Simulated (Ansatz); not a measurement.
Which YAML input does this script hand to the engine? (Ansatz 0.2.0 through its Python package)

`energy_ch5clfnsi.py`
```python
# -*- coding: utf-8 -*-
"""Electronic structure of the CH5ClFNSi molecule."""

from dataclasses import dataclass
import logging
import sys

import ansatz as az
from ase import Atoms

logging.basicConfig(stream=sys.stdout, format="%(name)s: %(message)s")
logger = logging.getLogger("ch5clfnsi")
logger.setLevel(logging.INFO)


@dataclass(frozen=True)
class Settings:
    basis: str = "def2-SVPD"
    xc: str = "HF"


opts = Settings()

atoms = Atoms(["N", "C", "F", "Si", "Cl", "H", "H", "H", "H", "H"], positions=[
    [-0.2872, 1.0273, 1.1664],
    [-0.2181, -0.3274, 0.7406],
    [0.6963, -0.8775, 1.536],
    [0.3799, -0.5734, -1.0397],
    [-0.9973, 0.4129, -2.2883],
    [0.5887, 1.5149, 1.1533],
    [-0.8882, 1.592, 0.499],
    [-1.1204, -0.8228, 0.9313],
    [1.6526, 0.0157, -1.2707],
    [0.2769, -2.0127, -1.4249],
])
system = az.Crystal.molecule_from_ase(atoms)

calculation = (
    system.calculation()
    .basis(gaussian=opts.basis)
    .functional(opts.xc)
)
report = calculation.session().plan(threads=1).execute().report

logger.info("reference energy %16.6f eV" % report["reference_energy_ev"])
logger.info("total energy     %16.6f eV" % report["free_energy_ev"])
print("occupied (up, down):", report["n_occupied"], " virtual:", report["n_virtual"], " frozen:", report["n_frozen"])

state = report["mean_field"]["state"]
logger.info(f"mean field: {state['energy']['hartree']:.7f} Ha, <S^2> = {abs(state['spin_squared']):.4f}, stability: {state.get('stability', {}).get('kind')}")
```

```console
$ python energy_ch5clfnsi.py
ch5clfnsi: reference energy    -25653.808239 eV
ch5clfnsi: total energy        -25653.808239 eV
occupied (up, down): [29, 29]  virtual: [125, 125]  frozen: 0
ch5clfnsi: mean field: -942.7600640 Ha, <S^2> = 0.0000, stability: minimum
```

`input.yaml`:
```yaml
crystal:
  periodic: [false, false, false]
  atoms:
    - { symbol: "N", position_ang: [-0.2872, 1.0273, 1.1664] }
    - { symbol: C, position_ang: [-0.2181, -0.3274, 0.7406] }
    - { symbol: F, position_ang: [0.6963, -0.8775, 1.536] }
    - { symbol: Si, position_ang: [0.3799, -0.5734, -1.0397] }
    - { symbol: Cl, position_ang: [-0.9973, 0.4129, -2.2883] }
    - { symbol: H, position_ang: [0.5887, 1.5149, 1.1533] }
    - { symbol: H, position_ang: [-0.8882, 1.592, 0.499] }
    - { symbol: H, position_ang: [-1.1204, -0.8228, 0.9313] }
    - { symbol: H, position_ang: [1.6526, 0.0157, -1.2707] }
    - { symbol: H, position_ang: [0.2769, -2.0127, -1.4249] }
basis:
  gaussian: { orbitals: def2-SVPD }
hamiltonian:
  xc: hf
```

On the command line:
```console
$ ansatz run input.yaml --threads 1 --pin off --max-ram 4096MiB --backend cpu --events-out ev --progress --plain --runs-dir out
Engine: ansatz 0.2.0, aarch64-unknown-linux-gnu
Functional definition: HF
  exchange = exact_x
  correlation = 0
1589 factors; their error is unknown
mean field evaluation 1: about -25650.2964 eV, gradient 3.3e1 eV
mean field evaluation 2: about -25652.5012 eV, gradient 1.6e1 eV
mean field evaluation 4: about -25653.0378 eV, gradient 5.8e-1 eV
mean field evaluation 8: about -25653.8080 eV, gradient 4.2e-1 eV
mean field -25653.80823879 eV, -942.7600639999 hartree, gradient 2.7e-5 eV, S^2 0.000000; 0 other end points of the search recorded, 0 dependent functions left out
reference -25653.80823879 eV, -942.7600639999 hartree; 29, 29 occupied and 125, 125 virtual orbitals, 1589 factors
Total energy: -25653.80823879 eV, -942.7600639999 hartree
```

Caveats:
- Total energies depend on the basis set; only differences at equal settings carry meaning.
- The geometry is a force-field or estimated start, not a minimum of this method, and the basis set is short of its limit.
- Run time: 2.6 s on 1 thread of Arm Neoverse V1, with other jobs on the host, peak memory 0.37 GiB.

(A comment or docstring line of the script was reworded after the run, the code is as it ran; lines on the test bed's own set-up are left out of the output.)
